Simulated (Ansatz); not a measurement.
# InHF (SMILES [F][InH]) at UHSE06/STO-3G

Aim: the electronic atomisation energy of InHF at UHSE06/STO-3G, from 4 runs. 

The calculation is run with Ansatz 0.2.0.

65 further runs of the same task are left out: 9 that didn't finish, 56 set aside as unsound or not needed.

## Step 1: Starting point

InHF: 3 atoms, total charge 0, spin state doublet. SMILES: `[F][InH]`. Geometry: relaxed at PBE0-D4/def2-TZVP.

Bond lengths: F1–In2 1.970 Å, In2–H3 1.779 Å. Angles: F1–In2–H3 113.8°.

## Step 2: A single-point energy at UHSE06/STO-3G

The input, molecule.yaml:

```yaml
basis:
  gaussian: {orbitals: STO-3G}
crystal:
  periodic: [false, false, false]
  atoms:
    - symbol: F
      position_ang: [1.088400, 0.989500, 0.694300]
    - symbol: In
      position_ang: [-0.522500, 0.355100, -0.244800]
    - symbol: H
      position_ang: [-0.576900, -1.409400, -0.462800]
magnetization: {spin_polarized: true, initial_magnetization: 1}
hamiltonian: {xc: {name: HSE06}}
accuracy: high
```

The run is started by

```console
ansatz run molecule.yaml --threads 1 --pin off --max-ram 2610MiB --events-out events.jsonl --progress --plain --runs-dir runs
```

Standard output:

```text
Warning: RAYON_NUM_THREADS=1 ignored (pool sized by the plan → 1); use --threads N
Functional definition: HSE06
  name "HSE06"
  parameter a = 0.25
  parameter omega = 0.11/bohr
  exchange = pbe_x - a*pbe_x_sr(omega) + a*exact_x_sr(omega)
  correlation = pbe_c
590 factors; integrals over basis functions are off by at most 4.0e-9 eV
46 factors; integrals over basis functions are off by at most 7.1e-10 eV
mean field evaluation 1: about -157373.9338 eV, gradient 1.2e1 eV
mean field evaluation 2: about -157338.6444 eV, gradient 8.3e1 eV
mean field evaluation 4: about -157375.5464 eV, gradient 9.8e-1 eV
mean field evaluation 8: about -157375.5323 eV, gradient 6.5e-2 eV
mean field evaluation 16: about -157375.5323 eV, gradient 2.3e-6 eV
mean field -157375.53231655 eV, -5783.4441396662 hartree, gradient 3.2e-8 eV, S^2 0.753876; 0 other end points of the search recorded, 0 dependent functions left out
reference -157375.53231823 eV, -5783.4441397278 hartree; 30, 29 occupied and 3, 4 virtual orbitals, 590 factors
Total energy: -157375.53231823 eV, -5783.4441397278 hartree
```

It took 3 s on 1 thread of Arm Neoverse V2, shared host; peak memory 0.16 GiB.

## Step 3: The F atom, same level

The input, molecule.yaml:

```yaml
crystal:
  periodic: [false, false, false]
  atoms:
    - {symbol: F, position_ang: [0.000000, 0.000000, 0.000000]}
basis:
  gaussian: {orbitals: STO-3G}
magnetization: {spin_polarized: true, initial_magnetization: 1}
hamiltonian: {xc: {name: HSE06}}
accuracy: high
```

Run the same way, it converges to -98.19947 Eh (log not shown).

## Step 4: The H atom

The input, run.yaml:

```yaml
crystal:
  periodic: [false, false, false]
  atoms:
    - symbol: H
      position_ang: [0.000000, 0.000000, 0.000000]
basis:
  gaussian:
    orbitals: STO-3G
magnetization:
  spin_polarized: true
  initial_magnetization: 1
hamiltonian:
  xc: hse06
accuracy: high
```

The run is started by

```console
ansatz run run.yaml --threads 1 --pin off --max-ram 2610MiB --events-out events.jsonl --progress --plain --runs-dir runs
```

Standard output:

```text
Warning: RAYON_NUM_THREADS=1 ignored (pool sized by the plan → 1); use --threads N
Functional definition: HSE06
  name "HSE06"
  parameter a = 0.25
  parameter omega = 0.11/bohr
  exchange = pbe_x - a*pbe_x_sr(omega) + a*exact_x_sr(omega)
  correlation = pbe_c
1 factors; integrals over basis functions are off by at most 4.6e-10 eV
1 factors; integrals over basis functions are off by at most 1.8e-10 eV
mean field evaluation 1: about -12.6861 eV, gradient 0.0e0 eV
mean field evaluation 2: about -12.6860 eV, gradient 0.0e0 eV
mean field -12.68600353 eV, -0.4662020310 hartree, gradient 0.0e0 eV, S^2 0.750000; 0 other end points of the search recorded, 0 dependent functions left out
reference -12.68600463 eV, -0.4662020713 hartree; 1, 0 occupied and 0, 1 virtual orbitals, 1 factors
Total energy: -12.68600463 eV, -0.4662020713 hartree
```

Wall time 0.12 s (1 thread of Arm Neoverse V2, shared host).

## Step 5: The In atom at the same level

The input, in.yaml:

```yaml
crystal:
  periodic: [false, false, false]
  atoms:
    - {symbol: In, position_ang: [0.000000, 0.000000, 0.000000]}
basis:
  gaussian: {orbitals: STO-3G}
magnetization: {spin_polarized: true, initial_magnetization: 1}
accuracy: high
hamiltonian: {xc: {name: HSE06}}
```

The run is started by

```console
ansatz run in.yaml --threads 1 --pin off --max-ram 2610MiB --events-out events.jsonl --progress --plain --runs-dir runs
```

Standard output:

```text
Warning: RAYON_NUM_THREADS=1 ignored (pool sized by the plan → 1); use --threads N
Functional definition: HSE06
  name "HSE06"
  parameter a = 0.25
  parameter omega = 0.11/bohr
  exchange = pbe_x - a*pbe_x_sr(omega) + a*exact_x_sr(omega)
  correlation = pbe_c
251 factors; integrals over basis functions are off by at most 4.7e-9 eV
26 factors; integrals over basis functions are off by at most 4.3e-10 eV
mean field evaluation 1: about -154682.2036 eV, gradient 1.7e-1 eV
mean field evaluation 2: about -154682.2037 eV, gradient 5.3e-3 eV
mean field evaluation 4: about -154682.2072 eV, gradient 7.7e-5 eV
mean field evaluation 8: about -154682.2072 eV, gradient 1.8e-7 eV
mean field evaluation 16: about -154682.2072 eV, gradient 5.2e-9 eV
mean field -154682.20720395 eV, -5684.4662673792 hartree, gradient 1.0e-8 eV, S^2 0.750000; 2 other end points of the search recorded, 0 dependent functions left out
reference -154682.20720551 eV, -5684.4662674365 hartree; 25, 24 occupied and 2, 3 virtual orbitals, 251 factors
Total energy: -154682.20720551 eV, -5684.4662674365 hartree
```

It took 2.4 s on 1 thread of Arm Neoverse V2, shared host; peak memory 0.11 GiB.

## Step 6: Outcome

At UHSE06/STO-3G:

```
                     quantity           value
       molecule: total energy  -5783.44414 Eh
               molecule: ⟨S²⟩           0.754
         F atom: total energy    -98.19947 Eh
                 F atom: ⟨S²⟩           0.750
         H atom: total energy     -0.46620 Eh
                 H atom: ⟨S²⟩           0.750
        In atom: total energy  -5684.46627 Eh
                In atom: ⟨S²⟩           0.750
electronic atomisation energy        8.495 eV
```

**Reading.** Taking the molecule apart into free atoms costs 8.50 eV (820 kJ/mol), before zero-point energy and without spin-orbit coupling. In a minimal basis such a difference can be off by several eV, whatever the method. Relativity is left out (molecule) although the molecule holds a heavy atom. Relativity is left out (In atom) although the molecule holds a heavy atom.
